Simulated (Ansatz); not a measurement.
A nudged elastic band was laid between two geometries of a periodic cell of 17 atoms, BW16 (host W, host structure bcc, interstitial B).

Theory: Ansatz, DFT LDA, scalar-relativistic, plane waves, PAW. Settings: PAW set soft_1, cutoff 420 eV, k mesh 3x3x3, gaussian smearing 0.05 eV, no spin polarisation.

- movable images: 3
- climbing image: yes
- spring: 5.0 eV/Å²
- optimiser: fire
- start path: IDPP
- force threshold: 0.03 eV/Å
- iteration limit: 65
- end points: relaxed

Initial state:

```xyz
17
Lattice="6.3200 0.0000 0.0000 0.0000 6.3200 0.0000 0.0000 0.0000 6.3200" Properties=species:S:1:pos:R:3
W 0.107 -0.061 0.002
W 3.142 -0.060 0.002
W 0.107 3.225 0.002
W 0.031 0.015 3.162
W 1.624 1.582 1.572
W 3.141 3.225 0.002
W 3.218 0.016 3.162
W 4.784 1.582 1.244
W 0.031 3.149 3.162
W 1.624 4.742 1.606
W 1.625 1.582 4.752
W 3.218 3.149 3.162
W 4.784 4.742 1.572
W 4.784 1.582 5.080
W 1.625 4.742 4.719
W 4.784 4.742 4.753
B 4.784 1.582 3.162
```

Final state:

```xyz
17
Lattice="6.3200 0.0000 0.0000 0.0000 6.3200 0.0000 0.0000 0.0000 6.3200" Properties=species:S:1:pos:R:3
W -0.001 0.016 0.059
W 3.159 -0.060 -0.016
W -0.001 3.148 0.059
W -0.001 0.015 3.192
W 1.917 1.582 1.625
W 3.159 3.224 -0.016
W 3.159 -0.060 3.268
W 4.402 1.582 1.627
W -0.001 3.149 3.193
W 1.589 4.742 1.626
W 1.589 1.582 4.785
W 3.159 3.224 3.268
W 4.730 4.742 1.626
W 4.729 1.582 4.787
W 1.556 4.742 4.786
W 4.762 4.742 4.786
B 6.319 1.582 1.626
```

Q: Which bonds break or form, and what moves?

A: The atom that moves furthest is B17, by 2.17 Å; four of its nearest neighbours are W8 1.92, W14 1.92, W7 2.22, W4 2.22 Å at the first end and W5 1.92, W8 1.92, W4 2.22, W1 2.22 Å at the last.

Q: Give the energies along the band, and the barrier.

A: The forces met the threshold. The highest image is number 3 of 0 to 4, 1.65 eV above the ends, which have the same energy within 2 meV. The profile has 2 maxima (images 1, 3) with wells between them (image 2): this band takes more than one step, which may be the mechanism or a detour left from its start path. Neighbouring images differ by up to 1.6 eV, so the band resolves the path poorly. By the program's own check the climbing image is a first-order saddle point (lowest curvatures found: -11.94 and 3.35 eV/Å²). Limits of this set-up: coarse k mesh, odd electron count without spin, PAW files made for another functional, a small cell, in which the defect meets its images, a typed lattice constant that wasn't relaxed here.

```
image  path coordinate (Å)  energy (eV)  W7–B17 (Å)  W12–B17 (Å)  W14–B17 (Å)
    0                 0.00         0.00        2.22         2.22         1.92
    1                 0.88         1.65        2.80         2.82         2.00
    2                 1.77         0.00        3.54         3.54         2.22
    3                 2.64         1.65        3.64         3.64         2.80
    4                 3.53         0.00        3.92         3.92         3.54
```

Q: What is the geometry of the highest image?

A: 
```xyz
17
Lattice="6.3200 0.0000 0.0000 0.0000 6.3200 0.0000 0.0000 0.0000 6.3200" Properties=species:S:1:pos:R:3
W -0.013 0.029 0.045
W 3.146 -0.024 -0.069
W -0.013 3.140 0.039
W -0.013 -0.245 3.212
W 1.808 1.586 1.559
W 3.148 3.188 -0.069
W 3.146 -0.037 3.193
W 4.481 1.582 1.555
W -0.009 3.402 3.206
W 1.607 4.743 1.567
W 1.546 1.582 4.724
W 3.149 3.203 3.195
W 4.690 4.741 1.568
W 4.753 1.582 4.720
W 1.594 4.742 4.831
W 4.701 4.741 4.831
B 6.303 1.576 2.384
```

The run took 54 min on 4 threads of Arm Neoverse V2, with other jobs on the host, peak memory 2.2 GiB.
